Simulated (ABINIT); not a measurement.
Write the native input for ABINIT 10.8.3 (patched build) that does the following.

- Task: band structure
- Functional: PBE
- Potentials or basis: JTH PAW PBE v2.0
- Cutoff: 517 eV
- k mesh: 10 × 10 × 1
- Occupations: fermi-dirac, width 0.05 eV
- Spin: no spin polarisation
- Most SCF steps: 120
- Preconditioner (iprcel): 45
- Fine-grid cutoff: 1034.03 eV

Hf, a slab with vacuum:

```xyz
5
Lattice="3.1967 0.0000 0.0000 -1.5983 2.7684 0.0000 0.0000 0.0000 25.1156" Properties=species:S:1:pos:R:3 pbc="T T T"
Hf    0.0000    1.8456    7.5000
Hf    1.5983    0.9228   10.0289
Hf    0.0000    1.8456   12.5578
Hf    1.5983    0.9228   15.0867
Hf    0.0000    1.8456   17.6156
```

The slab is cut from a database's or a generator's crystal, which needn't be the stable form of the element.

These files were run (other wordings do the same):

run.abi

```
# Datasets: ground state, then fixed potential
ndtset 2

# Pseudopotentials
pp_dirpath "./"
pseudos "Hf.GGA_PBE-JTH.xml"

# Structure
acell 6.0408847137 6.0408847137 47.4616054557
rprim
     1.0000000000     0.0000000000     0.0000000000
    -0.5000000000     0.8660254038     0.0000000000
     0.0000000000     0.0000000000     1.0000000000
ntypat 1
znucl 72
natom 5
typat 1 1 1 1 1
xred
     0.3333333333     0.6666666666     0.2986191849
     0.6666666667     0.3333333334     0.3993095924
     0.3333333333     0.6666666666     0.5000000000
     0.6666666667     0.3333333334     0.6006904076
     0.3333333333     0.6666666666     0.7013808151
chkprim 0
chksymtnons 0
tolsym 1.0e-6

# Plane-wave basis
ecut 19.0
pawecutdg 38.0
pawxcdev 0

# Exchange and correlation
ixc 11

# Bands and occupations
occopt 3
tsmear 0.05 eV

# SCF cycle
nstep 120
iprcel 45

# Output
iomode 3
prtwf 0
prteig 0
prtebands 0
enunit 1
prtden1 1

# Dataset 1
kptopt1 1
ngkpt1 10 10 1
nshiftk1 1
shiftk1 0.0 0.0 0.0
nband1 36
tolvrs1 1.0e-9

# Dataset 2: bands along G-M-K-G-A-L-H-A
iscf2 -2
getden2 1
nband2 42
nbdbuf2 4
tolwfr2 1.0e-11
kptopt2 -7
ndivsm2 5
prteig2 1
prtvol2 -3
kptbounds2
     0.0000000000     0.0000000000     0.0000000000
     0.5000000000     0.0000000000     0.0000000000
     0.3333333333     0.3333333333     0.0000000000
     0.0000000000     0.0000000000     0.0000000000
     0.0000000000     0.0000000000     0.5000000000
     0.5000000000     0.0000000000     0.5000000000
     0.3333333333     0.3333333333     0.5000000000
     0.0000000000     0.0000000000     0.5000000000
```

Potentials or basis: JTH PAW PBE v2.0.

Run with:

```sh
$ mpirun --bind-to none -np 4 abinit run.abi > log 2>&1
```

It gave:

```
Largest force                                         : 0.771 eV/Å
Band gap on the k mesh                                : none (metal or under the smearing width)
Valence electrons inside the program's atomic spheres : Hf 9.41, 9.47, 9.48 (radii [1.2759] Å)
```

Caveat: spin-orbit coupling is left out, which moves the levels of the heavy elements.

Wall time 11 min on 4 MPI ranks on Arm Neoverse V2 (shared host), peak memory 1.6 GiB a rank.
